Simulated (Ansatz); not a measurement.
Crystal: Ta3AsAu2O13.

```
CELL_PARAMETERS angstrom
5.45204 0.00000 0.00000
-2.72602 4.72161 0.00000
0.00000 0.00000 9.57902
ATOMIC_POSITIONS crystal
Ta 0.00000 0.00000 0.19408
Ta 0.00000 0.00000 0.80592
Ta 0.66667 0.33333 0.00000
As 0.00000 0.00000 0.50000
Au 0.33333 0.66667 0.27428
Au 0.33333 0.66667 0.72572
O 0.00000 0.00000 0.00000
O 0.23947 0.97129 0.36402
O 0.02871 0.26818 0.36402
O 0.73182 0.76053 0.36402
O 0.23947 0.97129 0.63598
O 0.02871 0.26818 0.63598
O 0.73182 0.76053 0.63598
O 0.38452 0.33425 0.85844
O 0.66575 0.05026 0.85844
O 0.94974 0.61548 0.85844
O 0.38452 0.33425 0.14156
O 0.66575 0.05026 0.14156
O 0.94974 0.61548 0.14156
```

The cell was built by a generator and needn't be a form met in nature.

Base run:

```yaml
Program: Ansatz 0.2.0
Functional: PBE
Potentials_or_basis: all-electron LAPW, scalar-relativistic
Cutoff: 483 eV
Density_cutoff: 1932 eV
Basis_error_allowed: 0.003 eV/atom
k_mesh: 6 × 6 × 3
Occupations: fermi-dirac, width 0.05 eV
Spin: no spin polarisation
```

Its results: pressure -0.1 GPa; largest force 0.205 eV/Å.

The run is repeated on the same cell with these changes: functional from PBE to PBEsol; k mesh from 6 × 6 × 3 to 4 × 4 × 2. What comes out?

Pressure -6.2 GPa; largest force 0.282 eV/Å.

Several settings changed at once, so the effect can't be laid on one alone.

Caveats: the k mesh is thin for a metal, which can move the energy by tens of meV per atom (some runs).

Not every run made on this cell is shown here.
